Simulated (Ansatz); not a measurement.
# C: other elements on the same sites

The structure type of C is kept and its elements are changed: C → Si. Wanted are volume, gap and formation energy of each.

Computed with Ansatz 0.2.0 (DFT r2SCAN, scalar-relativistic, plane waves, PAW, unless a step's input says otherwise).

2 further runs of the same task are left out: 2 set aside as unsound or not needed.

## Step 1: The system as given

The structure is trigonal, space group R-3m (No. 166). Conventional cell: a = 2.456 Å, b = 2.456 Å, c = 21.736 Å, α = 90.00°, β = 90.00°, γ = 120.00°. Around C (site symmetry 3m) lie 3 C at 1.42 Å.

As a file:

```cif
data_structure
_symmetry_space_group_name_H-M 'P 1'
_symmetry_Int_Tables_number 1
_cell_length_a 7.3827
_cell_length_b 7.3827
_cell_length_c 7.3827
_cell_angle_alpha 19.147
_cell_angle_beta 19.147
_cell_angle_gamma 19.147
_cell_volume 37.84
loop_
_atom_site_label
_atom_site_type_symbol
_atom_site_fract_x
_atom_site_fract_y
_atom_site_fract_z
_atom_site_occupancy
C1 C 0.91898 0.91898 0.91898 1
C2 C 0.25231 0.25231 0.25231 1
C3 C 0.74769 0.74769 0.74769 1
C4 C 0.08102 0.08102 0.08102 1
```

It goes back to an entry of the Materials Project, which need not be the stable form.

It is the result of an earlier relaxation at this level (volume 9.46 Å³/atom; gap on the mesh: 0.19 eV).

## Step 2: The substitution C → Si

The start of Si: fractional positions of relaxed C, cell scaled by 1.269, a guess from tabulated radii.

## Step 3: Quick check of gap, pressure and forces (Si)

File input.yaml:

```yaml
crystal:
  lattice:
    - [1.5578458706, 0.8994227328, 9.1923889793]
    - [-1.5578458706, 0.8994227328, 9.1923889793]
    - [0.0, -1.7988454655, 9.1923889793]
  atoms:
    - { symbol: Si, position: [0.9189791265, 0.9189791265, 0.9189791265] }
    - { symbol: Si, position: [0.2523091569, 0.2523091569, 0.2523091569] }
    - { symbol: Si, position: [0.7476908431, 0.7476908431, 0.7476908431] }
    - { symbol: Si, position: [0.0810208735, 0.0810208735, 0.0810208735] }
basis:
  ecutwfc: 500
kpoints:
  mp_grid: { grid: [6, 6, 6] }
hamiltonian:
  xc: r2scan
scf:
  occupations: { method: gaussian, width: 0.1 }
output:
  forces: true
  stress: true
  eigenvalues: true
```

The run is started by

```console
> ansatz run input.yaml --threads 1 --pin off --max-ram 2560MiB --backend cpu --events-out ev --progress --plain --runs-dir out
```

Further runs follow: coarse relaxation (Si); relaxing cell and atoms (Si).

Q: Predict the outcome of this session. Wanted: C → Si.

As calculated:

| quantity | value |
| --- | --- |
| C → Si (Si) | 19.42 Å³/atom, gap none (metal) |

In words: The volume per atom moves by +105.2 % with C → Si. Both are metals at this level.
